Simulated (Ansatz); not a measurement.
# ClH₂O₂Sc: ionisation energy by level of theory

An exercise on one series of results from a longer session: the logs are not shown, and one member is left open.

Method: unrestricted cation, the program's frozen cores in correlated methods; program: Ansatz 0.2.0, Gaussian basis.

The runs, in order: UKS PBE-D4/def2-TZVPP; UKS r2SCAN-D4/def2-TZVPP; UKS PBE0-D4/def2-TZVPP; UKS B3LYP-D4/def2-TZVPP; UKS wB97X-V/def2-TZVPP; UKS wB97M-V/def2-TZVPP; UKS B2PLYP/def2-TZVPP; UHF-CCSD(T)/def2-TZVPP; UHF-MP2/def2-QZVPP; extrapolation to the limit; then −ε(HOMO) from the neutral's earlier runs with LDA (SPW92), PBE-D4, revPBE-D4, BLYP-D4, r2SCAN-D4, B97M-V, PBE0-D4, B3LYP-D4, r2SCANh-D4, r2SCAN0-D4, HSE06-D4, BHLYP-D4, CAM-B3LYP-D4, LC-ωPBE, ωB97X-V, ωB97M-V.

**Structure used throughout**

All runs share one geometry, relaxed beforehand with PBE0-D4 in a triple-zeta def2 set.

6 atoms, charge 0, spin multiplicity 1.

Atoms are counted from 1 here; the program's logs count them from 0.

Bond lengths: O1–Sc2 1.848 Å, O1–H5 0.953 Å, Sc2–O3 1.848 Å, Sc2–Cl4 2.325 Å, O3–H6 0.953 Å. Angles: Sc2–O1–H5 172.9°, O1–Sc2–O3 120.4°, O1–Sc2–Cl4 119.8°, O3–Sc2–Cl4 119.8°, Sc2–O3–H6 173.2°.

The first run:

Contents of in.yaml:

```yaml
crystal:
  periodic: [false, false, false]
  atoms:
    - {symbol: O, position_ang: [-1.654334, -0.263761, -0.038100]}
    - {symbol: Sc, position_ang: [0.188818, -0.368196, -0.114748]}
    - {symbol: O, position_ang: [1.225205, 1.109075, 0.281906]}
    - {symbol: Cl, position_ang: [1.209451, -2.369179, -0.713251]}
    - {symbol: H, position_ang: [-2.589613, -0.097532, 0.033300]}
    - {symbol: H, position_ang: [1.662574, 1.925494, 0.504693]}
basis:
  gaussian: {orbitals: def2-TZVPP}
total_charge: 1
magnetization: {spin_polarized: true, initial_magnetization: 1}
hamiltonian: {xc: pbe, dispersion: d4}
```

Run with:

```console
ansatz run in.yaml --threads 2 --pin off --events-out ev --progress --plain --max-ram 20480MiB --backend cpu
```

Steps of the session up to this table: Cation, UKS PBE-D4/def2-TZVPP; Cation, UKS r2SCAN-D4/def2-TZVPP; Cation, UKS PBE0-D4/def2-TZVPP; Cation, UKS B3LYP-D4/def2-TZVPP; Cation, UKS wB97X-V/def2-TZVPP; Cation, UKS wB97M-V/def2-TZVPP; Cation, UKS B2PLYP (frozen core)/def2-TZVPP; Cation, UHF-CCSD(T)/def2-TZVPP; Cation, UHF-MP2/def2-QZVPP.

One of the session's tables, all rows but one given; the rest of the session is left out.

For comparison, −ε(HOMO) of the neutral from earlier runs:

| functional | −ε(HOMO) (eV) |
| --- | --- |
| LDA (SPW92) | 7.12 |
| PBE-D4 | 6.95 |
| revPBE-D4 | 6.89 |
| BLYP-D4 | 6.81 |
| r2SCAN-D4 | ? |
| B97M-V | 7.37 |
| PBE0-D4 | 8.39 |
| B3LYP-D4 | 8.12 |
| r2SCANh-D4 | 7.84 |
| r2SCAN0-D4 | 8.64 |
| HSE06-D4 | 7.99 |
| BHLYP-D4 | 9.69 |
| CAM-B3LYP-D4 | 9.78 |
| LC-ωPBE | 11.19 |
| ωB97X-V | 10.82 |
| ωB97M-V | 10.68 |

Q: Estimate the row for r2SCAN-D4 from the others.

Worked estimate for «−ε(HOMO) (eV)». Against the share of exact exchange, r2SCANh-D4 (0.1, 7.84), r2SCAN0-D4 (0.25, 8.64) give a slope of 5.33 per unit share; at 0 the line stands at 7.31.

As computed: −ε(HOMO) (eV): 7.31. In «−ε(HOMO) (eV)» the line misses by 0.00.
